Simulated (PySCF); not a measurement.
**Ni₂F⁺: relaxation and vibrations of the singlet**

The task is one start of a wider search on Ni₂F⁺: the singlet, from a linear start. It is relaxed, tested by its Hessian and followed downhill if it is a saddle.

Computed with PySCF 2.14.0. Level: PBE0, basis F def2-TZVP, Ni def2-TZVP, no relativity, density fitting.

## Step 1: Starting geometry

3 atoms, charge 1, spin multiplicity 1.

Bond lengths: F1–Ni2 1.705 Å, F1–Ni3 1.705 Å. Angles: Ni2–F1–Ni3 180.0°.

Coordinates in bohr (charge 1 multiplicity 1):
```
F     0.0000    0.0000    0.0000
Ni    0.0000    0.0000    3.2224
Ni    0.0000    0.0000   -3.2224
```

## Step 2: Finding the electronic state

The steps below are one call of a driver around PySCF. For each, scf.py gives the equivalent set-up of the SCF; relaxations use the driver's own optimiser. After this first run the driver tries any further starts and a stability analysis.

File scf.py:

```python
from pyscf import gto, scf, dft
mol = gto.M(atom='''
F      0.000000     0.000000     0.000000
Ni     0.000000     0.000000     1.705200
Ni     0.000000     0.000000    -1.705200''',
    basis={'F': 'def2-TZVP', 'Ni': 'def2-TZVP'},
    charge=1, spin=0)
mf = dft.RKS(mol, xc='PBE0')
mf.grids.atom_grid = (50, 194)
aux = {'F': 'def2-universal-JKFIT', 'Ni': 'def2-universal-JKFIT'}
mf = mf.density_fit(auxbasis=aux)
mf.conv_tol = 1e-08
mf.diis_space = 10
mf.max_cycle = 60
mf.init_guess = 'minao'
mf.verbose = 4
mf.kernel()
```

The run is started by

```bash
$ OMP_NUM_THREADS=2 python axn.py task.json out
```

After this run come: Relaxation: linear start, singlet; Frequencies; Following the imaginary mode; Hessian and properties.

Q: Predict the outcome of this session. Wanted: minimum; geometry; wavenumbers; dipole moment; highest occupied, lowest empty level; polar-tensor charge of F1; zero-point energy.

As calculated:

| quantity | value |
| --- | --- |
| minimum | singlet, C2v |
| geometry | F–Ni 1.783 Å (×2), Ni–Ni 2.300 Å; F–Ni–Ni 49.8° (×2), Ni–F–Ni 80.3° |
| wavenumbers (cm⁻¹) | 212 (a1), 465 (b2), 601 (a1) |
| dipole moment (centre of mass) | 3.05 D |
| highest occupied, lowest empty level | -12.87, -9.85 eV |
| polar-tensor charge of F1 | -0.41 e |
| zero-point energy | 7.6 kJ/mol |
| entropy at 298.15 K | 283.0 J/(mol K) |

In words: From D∞h at the start the molecule goes to a C2v minimum, after a stop at a second-order saddle point 52.3 kJ/mol higher, from which it was pushed off along an imaginary mode. In the infrared the band at 601 cm⁻¹ (a1) leads. Only this shape and spin were tried, so other structures or states may lie lower. The stability of the closed-shell solution was not tested.
